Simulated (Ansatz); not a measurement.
# BiTe: the cost of one run

Computed with Ansatz 0.2.0 (DFT PBE, scalar-relativistic, plane waves, PAW, unless a step's input says otherwise).

**1. The structure to begin with**

Symmetry: Fm-3m, No. 225, cubic system. The conventional cell has a = 6.470 Å, b = 6.470 Å, c = 6.470 Å, α = 90.00°, β = 90.00°, γ = 90.00°. Around Bi (site symmetry m-3m) lie 6 Te at 3.23 Å. Around Te (site symmetry m-3m) lie 6 Bi at 3.23 Å.

As a file:

```
Bi Te
1.0
     0.00000    3.23500    3.23500
     3.23500    0.00000    3.23500
     3.23500    3.23500    0.00000
Bi Te
1 1
Cartesian
  0.0000 0.0000 0.0000
  3.2350 3.2350 3.2350
```

The cell is taken as given, not relaxed at this level.

**2. The reference cell**

The reference gives a free energy of -19376.6565 eV, pressure 0.76 GPa, largest force 0.000 eV/Å and gap on the mesh none (metal). It was computed beforehand with the settings of the runs below.

**3. Setting up energy and stress against strain**

The cell is strained by ε times the Voigt pattern (0, 0, 0, 1, 0, 0) (xx, yy, zz, yz, xz, xy; engineering shear), with fractional coordinates fixed (clamped ions). The stress on the pattern is the sum of the stress components weighted by it, tension positive.

**4. ε = -0.0200**

Contents of input.yaml:

```yaml
crystal:
  lattice:
    - [0.0, 3.20265, 3.20265]
    - [3.235, -0.03235, 3.235]
    - [3.235, 3.235, -0.03235]
  atoms:
    - { symbol: Bi, position: [0.0, 0.0, 0.0] }
    - { symbol: Te, position: [0.5, 0.5, 0.5] }
basis:
  ecutwfc: 420
kpoints:
  mp_grid: { grid: [14, 14, 14] }
hamiltonian:
  xc: pbe
scf:
  occupations: { method: gaussian, width: 0.15 }
output:
  forces: true
  stress: true
  eigenvalues: true
  write_density: true
  write_potential: true
  elf: true
  volumetric_format: npy
```

Run with:

```
$ ansatz run input.yaml --threads 1 --pin off --max-ram 2560MiB --backend cpu --events-out ev --progress --plain --runs-dir out
```

Q: Estimate wall time and peak memory on 1 thread of Intel Xeon Platinum 8488C (Sapphire Rapids), shared host.

About 24 s, with a peak of 0.73 GiB.
